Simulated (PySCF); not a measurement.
# [BiF3]2+: other spin states, a change of charge and excitations

How does [BiF3]2+ respond at fixed geometry? The runs cover other spin states, a change of charge and excitations. The species was built from a template and needn't be a known compound.

Program: PySCF 2.14.0. Level of theory: TPSS, Bi def2-SVP with ECP60, F def2-SVP; scalar-relativistic core potentials, no spin–orbit coupling. These are calculated values, not measurements.

4 further runs of the same task are left out: 2 for a known fault of the program, 1 that didn't finish, 1 set aside as unsound or not needed.

## (1) Where the work starts

4 atoms, charge 2, spin multiplicity 1.

Bond lengths: Bi1–F2 1.995 Å, Bi1–F3 1.995 Å, Bi1–F4 1.995 Å. Angles: F2–Bi1–F3 125.3°, F2–Bi1–F4 117.3°, F3–Bi1–F4 117.3°.

As a file:

```tsv
atom	x (Å)	y (Å)	z (Å)
Bi1	0.30926	0.00000	0.00000
F2	-0.60658	0.00000	1.77243
F3	-0.60658	0.00000	-1.77243
F4	2.30447	0.00000	0.00000
```

Formal oxidation states: Bi +5. An earlier session relaxed this geometry at TPSS, Bi def2-SVP with ECP60, F def2-SVP (singlet, point group C2v).

Its energy there is -512.819648 Eh.

## (2) Multiplicity 3 at the relaxed geometry

Contents of run.py (the lines that set the calculation):

```python
mol = gto.M(atom='''
Bi     0.30926     0.00000     0.00000
F     -0.60658     0.00000     1.77243
F     -0.60658     0.00000    -1.77243
F      2.30447     0.00000     0.00000''',
    basis={'Bi': 'def2-SVP', 'F': 'def2-SVP'},
    ecp={'Bi': 'def2-SVP'},
    charge=2, spin=2)
mf = dft.UKS(mol, xc='TPSS')
mf.grids.atom_grid = (50, 194)
mf = mf.density_fit()  # fitting sets: Bi def2-universal-JKFIT, F def2-universal-JKFIT
mf.conv_tol = 1e-08; mf.max_cycle = 55
mf.kernel(dm0)  # dm0: free metal ions and neutral atoms
```

Started as:

```console
> OMP_NUM_THREADS=2 python run.py
```

Log:

```text
init E= -518.306627917532
cycle= 1 E= -511.445685143401  delta_E= 6.86  |g|= 1.77  |ddm|= 2.97
cycle= 2 E= -508.257183848805  delta_E= 3.19  |g|= 3.08  |ddm|= 3.73
cycle= 3 E= -512.657684587351  delta_E= -4.4  |g|= 0.464  |ddm|= 2.57
cycle= 4 E= -510.052592088697  delta_E= 2.61  |g|= 2.25  |ddm|= 2.04
  HOMO = -0.820494273699  LUMO = -0.811824599734  gap/eV = 0.23591
cycle= 5 E= -512.254839234107  delta_E= -2.2  |g|= 1.01  |ddm|= 1.57
cycle= 6 E= -512.571111383908  delta_E= -0.316  |g|= 0.606  |ddm|= 0.373
cycle= 7 E= -512.719813749839  delta_E= -0.149  |g|= 0.329  |ddm|= 0.922
cycle= 8 E= -512.775739517253  delta_E= -0.0559  |g|= 0.0797  |ddm|= 0.487
cycle= 9 E= -512.763931600381  delta_E= 0.0118  |g|= 0.175  |ddm|= 0.302
cycle= 10 E= -512.744729618964  delta_E= 0.0192  |g|= 0.255  |ddm|= 0.123
cycle= 11 E= -512.757621690201  delta_E= -0.0129  |g|= 0.205  |ddm|= 0.0738
cycle= 12 E= -512.753070663541  delta_E= 0.00455  |g|= 0.225  |ddm|= 0.0642
cycle= 13 E= -512.755991275095  delta_E= -0.00292  |g|= 0.212  |ddm|= 0.0553
cycle= 14 E= -512.769275769686  delta_E= -0.0133  |g|= 0.142  |ddm|= 0.0928
cycle= 15 E= -512.771082849406  delta_E= -0.00181  |g|= 0.128  |ddm|= 0.0252
cycle= 16 E= -512.772779380946  delta_E= -0.0017  |g|= 0.115  |ddm|= 0.0334
cycle= 17 E= -512.774080788032  delta_E= -0.0013  |g|= 0.103  |ddm|= 0.0181
cycle= 18 E= -512.778723829892  delta_E= -0.00464  |g|= 0.0347  |ddm|= 0.0762
cycle= 19 E= -512.779182882631  delta_E= -0.000459  |g|= 0.0155  |ddm|= 0.0233
cycle= 20 E= -512.779194601516  delta_E= -1.17e-05  |g|= 0.0147  |ddm|= 0.0206
...
cycle= 47 E= -512.779265708322  delta_E= -2.03e-06  |g|= 0.00807  |ddm|= 0.00251
  HOMO = -0.836462497485  LUMO = -0.760561264377  gap/eV = 2.06538
cycle= 48 E= -512.779272736782  delta_E= -7.03e-06  |g|= 0.00716  |ddm|= 0.00174
  HOMO = -0.836478087994  LUMO = -0.760566341051  gap/eV = 2.06566
cycle= 49 E= -512.779282726945  delta_E= -9.99e-06  |g|= 0.00556  |ddm|= 0.00158
  HOMO = -0.836475983411  LUMO = -0.760565200881  gap/eV = 2.06564
cycle= 50 E= -512.779285929369  delta_E= -3.2e-06  |g|= 0.00505  |ddm|= 0.00117
  HOMO = -0.836471070367  LUMO = -0.760567520088  gap/eV = 2.06544
cycle= 51 E= -512.779288995847  delta_E= -3.07e-06  |g|= 0.00445  |ddm|= 0.00107
  HOMO = -0.836468948981  LUMO = -0.76056584598  gap/eV = 2.06543
cycle= 52 E= -512.779288896613  delta_E= 9.92e-08  |g|= 0.00456  |ddm|= 0.000977
  HOMO = -0.836467027737  LUMO = -0.760563313613  gap/eV = 2.06545
cycle= 53 E= -512.779287579751  delta_E= 1.32e-06  |g|= 0.00491  |ddm|= 0.000916
  HOMO = -0.836468314255  LUMO = -0.760564867833  gap/eV = 2.06544
cycle= 54 E= -512.779288205322  delta_E= -6.26e-07  |g|= 0.00479  |ddm|= 0.000589
  HOMO = -0.836456130646  LUMO = -0.760552891663  gap/eV = 2.06543
cycle= 55 E= -512.779286644625  delta_E= 1.56e-06  |g|= 0.00515  |ddm|= 0.0006
SCF not converged.
macro= 0  E= -512.779299643816  delta_E= -1.29992e-05  |g|= 0.000183135  2 KF 8 JK
macro= 1  E= -512.779299643825  delta_E= -8.52651e-12  |g|= 2.47856e-05  1 KF 2 JK
macro X = 2  E=-512.779299643825  |g|= 2.47856e-05  total 4 KF 13 JK
converged SCF energy = -512.779299643825  <S^2> = 2.0090938  2S+1 = 3.0060564
```

Run time: 21 s. Hardware: 2 threads of Arm Neoverse V1, shared host.

It gives: E = -512.779300 Eh (+1.098 eV from the relaxed state), HOMO -22.76 eV, LUMO -23.42 eV (over both spins), ⟨S²⟩ = 2.009, Mulliken charge on Bi1 +1.97 e. An empty level of one spin lies below a filled level of the other.

## (3) One electron removed, multiplicity 2

run.py (the lines that set the calculation), as its differences from that of step 2:

```diff
@@ -7,3 +7,3 @@
     ecp={'Bi': 'def2-SVP'},
-    charge=2, spin=2)
+    charge=3, spin=1)
 mf = dft.UKS(mol, xc='TPSS')
@@ -12,2 +12,2 @@
 mf.conv_tol = 1e-08; mf.max_cycle = 55
-mf.kernel(dm0)  # dm0: free metal ions and neutral atoms
+mf.kernel(dm0)  # dm0: the density of the relaxed state
```

Started as:

```console
> OMP_NUM_THREADS=2 python run.py
```

Log:

```text
init E= -512.823854096252
  HOMO = -0.875391958733  LUMO = -0.871994960131  gap/eV = 0.09244
cycle= 1 E= -511.693195471409  delta_E= 1.13  |g|= 0.512  |ddm|= 0.689
  HOMO = -1.12693423831  LUMO = -1.12246962799  gap/eV = 0.12149
cycle= 2 E= -510.721570344416  delta_E= 0.972  |g|= 1.46  |ddm|= 1.54
  HOMO = -1.20769524202  LUMO = -1.18532813746  gap/eV = 0.60864
cycle= 3 E= -511.542887133994  delta_E= -0.821  |g|= 0.741  |ddm|= 1.67
  HOMO = -1.14743981898  LUMO = -1.14191672911  gap/eV = 0.15029
cycle= 4 E= -511.57397679253  delta_E= -0.0311  |g|= 0.647  |ddm|= 1.13
  HOMO = -1.15825897302  LUMO = -1.14968308436  gap/eV = 0.23336
cycle= 5 E= -511.717037903106  delta_E= -0.143  |g|= 0.406  |ddm|= 0.947
  HOMO = -1.15480505157  LUMO = -1.14960167237  gap/eV = 0.14159
cycle= 6 E= -511.71930943389  delta_E= -0.00227  |g|= 0.436  |ddm|= 0.657
  HOMO = -1.1558074821  LUMO = -1.14348794893  gap/eV = 0.33523
cycle= 7 E= -511.520340459578  delta_E= 0.199  |g|= 0.75  |ddm|= 0.893
  HOMO = -1.15484233509  LUMO = -1.15014385273  gap/eV = 0.12785
cycle= 8 E= -511.732926830305  delta_E= -0.213  |g|= 0.381  |ddm|= 0.676
  HOMO = -1.15519690352  LUMO = -1.14959277743  gap/eV = 0.15250
cycle= 9 E= -511.686070561547  delta_E= 0.0469  |g|= 0.494  |ddm|= 0.197
  HOMO = -1.15514637777  LUMO = -1.14976768043  gap/eV = 0.14636
cycle= 10 E= -511.666928215955  delta_E= 0.0191  |g|= 0.529  |ddm|= 0.0488
  HOMO = -1.15388555337  LUMO = -1.14880269949  gap/eV = 0.13831
...
  HOMO = -1.15748608851  LUMO = -1.05253303815  gap/eV = 2.85592
cycle= 48 E= -511.804188179939  delta_E= -2.75e-07  |g|= 0.000993  |ddm|= 0.0015
  HOMO = -1.15748135474  LUMO = -1.05253397242  gap/eV = 2.85576
cycle= 49 E= -511.804187415566  delta_E= 7.64e-07  |g|= 0.0018  |ddm|= 0.00138
  HOMO = -1.15748496413  LUMO = -1.05253361848  gap/eV = 2.85587
cycle= 50 E= -511.804187647928  delta_E= -2.32e-07  |g|= 0.0017  |ddm|= 0.00103
  HOMO = -1.15747863891  LUMO = -1.05253040707  gap/eV = 2.85579
cycle= 51 E= -511.804187627144  delta_E= 2.08e-08  |g|= 0.00176  |ddm|= 0.00103
  HOMO = -1.15747944934  LUMO = -1.05253071793  gap/eV = 2.85580
cycle= 52 E= -511.804187886888  delta_E= -2.6e-07  |g|= 0.00161  |ddm|= 0.000562
  HOMO = -1.15747730009  LUMO = -1.05253330788  gap/eV = 2.85567
cycle= 53 E= -511.804187933331  delta_E= -4.64e-08  |g|= 0.0016  |ddm|= 0.000735
  HOMO = -1.15746463277  LUMO = -1.05252860951  gap/eV = 2.85545
cycle= 54 E= -511.804187935928  delta_E= -2.6e-09  |g|= 0.00161  |ddm|= 0.000674
  HOMO = -1.15745870847  LUMO = -1.05253493293  gap/eV = 2.85512
cycle= 55 E= -511.804187481749  delta_E= 4.54e-07  |g|= 0.00192  |ddm|= 0.000764
SCF not converged.
  HOMO = -1.15751446479  LUMO = -1.15237722798  gap/eV = 0.13979
macro= 0  E= -511.804189199539  delta_E= -1.71779e-06  |g|= 0.000140409  2 KF 10 JK
macro= 1  E= -511.804189199537  delta_E= 1.47793e-12  |g|= 1.66365e-05  1 KF 2 JK
macro X = 2  E=-511.804189199537  |g|= 1.66365e-05  total 4 KF 15 JK
converged SCF energy = -511.804189199537  <S^2> = 0.75488368  2S+1 = 2.0048777
```

Run time: 27 s. Hardware: 2 threads of Arm Neoverse V1, shared host.

Read off: E = -511.804189 Eh (+27.632 eV from the relaxed state), HOMO -31.50 eV, LUMO -31.36 eV (over both spins), ⟨S²⟩ = 0.755, Mulliken charge on Bi1 +2.37 e. 

## (4) One electron added, multiplicity 2

run.py (the lines that set the calculation), as its differences from that of step 3:

```diff
@@ -7,3 +7,3 @@
     ecp={'Bi': 'def2-SVP'},
-    charge=3, spin=1)
+    charge=1, spin=1)
 mf = dft.UKS(mol, xc='TPSS')
```

Started as:

```console
> OMP_NUM_THREADS=2 python run.py
```

Log:

```text
init E= -512.823517648389
  HOMO = -0.825987212233  LUMO = -0.816406667203  gap/eV = 0.26070
cycle= 1 E= -513.473934101179  delta_E= -0.65  |g|= 0.302  |ddm|= 1.23
  HOMO = -0.487081216345  LUMO = -0.449664951466  gap/eV = 1.01815
cycle= 2 E= -513.37123646132  delta_E= 0.103  |g|= 0.609  |ddm|= 0.622
  HOMO = -0.543343476881  LUMO = -0.505110058713  gap/eV = 1.04038
cycle= 3 E= -513.499708335279  delta_E= -0.128  |g|= 0.113  |ddm|= 0.497
  HOMO = -0.549558253422  LUMO = -0.509396341594  gap/eV = 1.09286
cycle= 4 E= -513.503503471524  delta_E= -0.0038  |g|= 0.0746  |ddm|= 0.178
  HOMO = -0.550433434956  LUMO = -0.509811613192  gap/eV = 1.10538
cycle= 5 E= -513.505728509329  delta_E= -0.00223  |g|= 0.019  |ddm|= 0.0792
  HOMO = -0.55117038631  LUMO = -0.509348340717  gap/eV = 1.13804
cycle= 6 E= -513.505881016327  delta_E= -0.000153  |g|= 0.00251  |ddm|= 0.0175
  HOMO = -0.551325095976  LUMO = -0.509211477062  gap/eV = 1.14597
cycle= 7 E= -513.505884193614  delta_E= -3.18e-06  |g|= 0.000428  |ddm|= 0.00333
  HOMO = -0.551325148835  LUMO = -0.509177441581  gap/eV = 1.14690
cycle= 8 E= -513.505884282001  delta_E= -8.84e-08  |g|= 0.000103  |ddm|= 0.000558
  HOMO = -0.551323851615  LUMO = -0.509174352365  gap/eV = 1.14695
cycle= 9 E= -513.505884279465  delta_E= 2.54e-09  |g|= 0.000135  |ddm|= 0.000177
  HOMO = -0.551323471532  LUMO = -0.509173427647  gap/eV = 1.14696
cycle= 10 E= -513.505884287245  delta_E= -7.78e-09  |g|= 1.58e-05  |ddm|= 0.000125
  HOMO = -0.551325055418  LUMO = -0.509175013063  gap/eV = 1.14696
Extra cycle  E= -513.505884285705  delta_E= 1.54e-09  |g|= 6.22e-05  |ddm|= 6.96e-05
converged SCF energy = -513.505884285705  <S^2> = 0.7546698  2S+1 = 2.0046644
```

It took 1.9 s on 2 threads of Arm Neoverse V1, shared host.

Read off: E = -513.505884 Eh (-18.673 eV from the relaxed state), HOMO -15.00 eV, LUMO -13.86 eV (over both spins), ⟨S²⟩ = 0.755, Mulliken charge on Bi1 +1.69 e. 

## (5) Singlet excitations, Tamm-Dancoff B3LYP

run.py (the lines that set the calculation), as its differences from that of step 4:

```diff
@@ -7,4 +7,4 @@
     ecp={'Bi': 'def2-SVP'},
-    charge=1, spin=1)
-mf = dft.UKS(mol, xc='TPSS')
+    charge=2, spin=0)
+mf = dft.RKS(mol, xc='B3LYP')
 mf.grids.atom_grid = (50, 194)
```

Started as:

```console
> OMP_NUM_THREADS=2 python run.py
```

Log:

```text
init E= -512.893158488181
  HOMO = -0.944711649861619  LUMO = -0.809302577445617  gap/eV = 3.68467
cycle= 1 E= -512.894495623074  delta_E= -0.00134  |g|= 0.067  |ddm|= 0.225
  HOMO = -0.929420923158313  LUMO = -0.801061730144983  gap/eV = 3.49283
cycle= 2 E= -512.891649235253  delta_E= 0.00285  |g|= 0.14  |ddm|= 0.196
  HOMO = -0.941149743389468  LUMO = -0.807380910673952  gap/eV = 3.64004
cycle= 3 E= -512.895431789357  delta_E= -0.00378  |g|= 0.0102  |ddm|= 0.125
  HOMO = -0.93946385105059  LUMO = -0.807180529110603  gap/eV = 3.59961
cycle= 4 E= -512.895420742576  delta_E= 1.1e-05  |g|= 0.0126  |ddm|= 0.0182
  HOMO = -0.940277785992159  LUMO = -0.806913178237934  gap/eV = 3.62904
cycle= 5 E= -512.89545406021  delta_E= -3.33e-05  |g|= 0.00059  |ddm|= 0.0106
  HOMO = -0.940297512037843  LUMO = -0.806944764804857  gap/eV = 3.62871
cycle= 6 E= -512.895454127254  delta_E= -6.7e-08  |g|= 0.000109  |ddm|= 0.00065
  HOMO = -0.940286808569879  LUMO = -0.806931280033325  gap/eV = 3.62879
cycle= 7 E= -512.895454129793  delta_E= -2.54e-09  |g|= 1.27e-05  |ddm|= 0.000104
  HOMO = -0.940285372064952  LUMO = -0.806930784337144  gap/eV = 3.62876
Extra cycle  E= -512.895454129711  delta_E= 8.22e-11  |g|= 2.46e-05  |ddm|= 4.34e-05
converged SCF energy = -512.895454129711
```

Wall time 6.1 s (2 threads of Arm Neoverse V1, shared host).

Read off: E = -512.895454 Eh, HOMO -25.59 eV, LUMO -21.96 eV, Mulliken charge on Bi1 +2.16 e. 

Singlet excitations:

```tsv
state	energy (eV)	oscillator strength
1	2.05	0.0003
2	2.08	0.0000
3	2.16	0.0000
4	2.31	0.0051
5	2.34	0.0058
6	2.73	0.0062
7	5.43	0.0575
8	5.60	0.0636
```

## (6) Results

| state | energy from the relaxed state (eV) | ⟨S²⟩ | time |
| --- | --- | --- | --- |
| charge +2, singlet, vacuum (relaxed) | 0 | 0.00 |  |
| charge +1, doublet, vacuum | -18.67 | 0.75 | 1.9 s |
| charge +2, triplet, vacuum | 1.10 | 2.01 | 21 s |
| charge +3, doublet, vacuum | 27.63 | 0.75 | 27 s |

An electron taken off or put on is at rest in vacuum. 

In the excitation run (B3LYP), the lowest singlet lies at 2.05 eV (gaps between orbitals at other levels can't be set against it), and the brightest of the eight at 5.60 eV (f = 0.064); spin–orbit coupling would mix in triplets. Removing an electron vertically costs 27.63 eV (doublet), against −HOMO = 23.88 eV. Adding an electron vertically releases 18.67 eV (doublet). The triplet lies 1.10 eV above at this geometry. The bases are small and lack diffuse functions. Spin–orbit coupling is left out.
